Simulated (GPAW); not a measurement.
The system is CsLiCr2Te2S3.

```xyz
9
Lattice="3.4216 -5.1807 0.0078 3.4216 5.1807 0.0078 -2.9041 0.0000 7.4309" Properties=species:S:1:pos:R:3 pbc="T T T"
Cs    0.6167    0.0000    0.0649
Li    2.4219    0.0000    4.1212
Cr    0.1728    2.1297    4.1498
Cr    0.1728   -2.1297    4.1498
Te    4.0786    1.5993    2.1688
Te    4.0786   -1.5993    2.1688
S     2.0049   -2.1476    5.4598
S     2.0049    2.1476    5.4598
S     0.0600    0.0000    3.5978
```

The cell was built by a generator and needn't be a form met in nature.

- Program: GPAW 26.7.0
- Task: single point
- Functional: PBE
- Potentials or basis: GPAW PAW data sets (gpaw-data 1.2.1)
- Cutoff: 800 eV
- Basis: pw
- k mesh: 5 × 5 × 4
- Occupations: fermi-dirac, width 0.05 eV
- Spin: collinear spin, ferromagnetic start
- Starting moments: [0.0, 0.0, 3.0, 3.0, 0.0, 0.0, 0.0, 0.0, 0.0] μB

On this cell: pressure 0.2 GPa; largest force 0.109 eV/Å; net moment 4.02 μB per cell; site moments Cs -0.00; Li +0.00; Cr +2.19; Te -0.16; S -0.07 μB; band gap on the k mesh none (metal or under the smearing width).

The same run follows on a disturbed copy (atoms moved at random, drawn with an rms of 0.05 Å):

```
CELL_PARAMETERS angstrom
3.42162 -5.18069 0.00784
3.42162 5.18069 0.00784
-2.90411 0.00000 7.43093
ATOMIC_POSITIONS crystal
Cs 0.08534 0.08622 0.00516
Li 0.58392 0.58588 0.55856
Cr 0.06365 0.47236 0.56229
Cr 0.46962 0.05897 0.55660
Te 0.56271 0.86673 0.28451
Te 0.87331 0.56353 0.29533
S 0.81158 0.38886 0.72986
S 0.39649 0.81693 0.73367
S 0.20642 0.21106 0.48262
```

Question: What does the disturbed cell give?

Answer: The energy (extrapolated to zero smearing) moves by +4.0 meV/atom; pressure 0.5 GPa; largest force 0.644 eV/Å; net moment 4.03 μB per cell; site moments Cs -0.00; Li +0.00; Cr +2.12, +2.25; Te -0.16; S -0.06 μB; band gap on the k mesh none (metal or under the smearing width).

Forces in eV/Å, atoms in the order of the input:
```
Cs   0.019  0.001  0.042
Li   0.061 -0.011 -0.051
Cr  -0.069  0.202 -0.252
Cr  -0.276 -0.035 -0.581
Te  -0.137  0.098  0.172
Te   0.044  0.036 -0.044
S    0.199  0.152  0.430
S    0.053 -0.156  0.282
S    0.106 -0.288  0.002
```

Stress tensor (GPa, compression positive):
```
 0.99  0.07  0.29
 0.07  0.10 -0.09
 0.29 -0.09  0.36
```

Caveats: only a ferromagnetic start was run, and an antiferromagnetic order may lie lower in energy.
